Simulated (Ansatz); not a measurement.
Run this with Ansatz's Python interface and show what comes out.

`fdcheck_naga3.py`:
```python
# -*- coding: utf-8 -*-
from dataclasses import dataclass
import warnings

import ansatz as az
import numpy as np


@dataclass
class Options:
    functional: str = 'lda'
    filling: str = 'Marzari-Vanderbilt'
    cutoff: int = 540
    kgrid: tuple[int, ...] = (4, 4, 4)
    scf_tol: float = 1e-09


opts = Options()

VECTORS = np.array([
    [4.24562, 0.0009, 0.02346],
    [0.0009, 4.26834, -0.06363],
    [0.02346, -0.06363, 4.2995],
])
SITES = [
    ('Na', (0.00165, 0.00216, 0.99967)),
    ('Ga', (0.9969, 0.50023, 0.51002)),
    ('Ga', (0.50138, 0.00474, 0.50688)),
    ('Ga', (0.49162, 0.49504, 0.99877)),
]


def on_lattice(cell):
    crystal = az.Crystal(lattice=az.Lattice.of(cell))
    for symbol, position in SITES:
        crystal = crystal.atom(symbol, position)
    return crystal

warnings.simplefilter('ignore', az.DeckWarning)

def solve(crystal):
    return (
        crystal.calculation()
        .functional(opts.functional)
        .occupations(opts.filling)
        .basis(opts.cutoff, xc_grid=2)
        .kpoints(*opts.kgrid)
        .scf(tolerance=opts.scf_tol)
        .forces()
        .stress()
        .run(threads=1)
    ).report


centre = solve(on_lattice(VECTORS))
start = on_lattice(VECTORS)
print(f'force on atom 0 along z: analytic {centre["forces_ev_ang"][0][2]:.4f} eV/A')
for h in (0.004, 0.016):
    shift = np.eye(3)[2] * h @ np.linalg.inv(VECTORS)
    plus, minus = (solve(start.move(0, to=np.array(SITES[0][1]) + sign * shift))['lagrangian_ev'] for sign in (1, -1))
    print(f'  step {h} A: numerical {-(plus - minus) / (2 * h):.4f} eV/A')
volume = abs(np.linalg.det(VECTORS))
larger, smaller = (solve(on_lattice(VECTORS * (1 + sign * 0.005) ** (1 / 3)))['lagrangian_ev'] for sign in (1, -1))
numerical = -(larger - smaller) / (0.01 * volume) * 160.21766
print(f'pressure: analytic {np.trace(centre["stress_gpa"]) / 3:.3f}, numerical {numerical:.3f} GPa')
```

Running `python fdcheck_naga3.py` prints:
```text
force on atom 0 along z: analytic 0.1236 eV/A
  step 0.004 A: numerical 0.1236 eV/A
  step 0.016 A: numerical 0.1236 eV/A
pressure: analytic -2.572, numerical -2.571 GPa
```

Caveats:
- For a metal this k-point mesh is coarse: on a finer one energies can move by several to tens of meV an atom and pressures by half a GPa or more, differences at one mesh by less.
- The program warned that this SCF threshold is loose for forces or stresses.
- Pressure is positive in compression.
- The cell is a database structure, distorted on purpose.
- The central difference errs as the square of the step, so the shorter step is the fairer test; what remains comes from the finite grid and the SCF threshold.
- The script silences the warnings on its input, which a real study should read.
- Hardware and time: 38 s on 1 thread of Intel(R) Xeon(R) 6975P-C (Granite Rapids), on a shared host, peak memory 0.46 GiB.
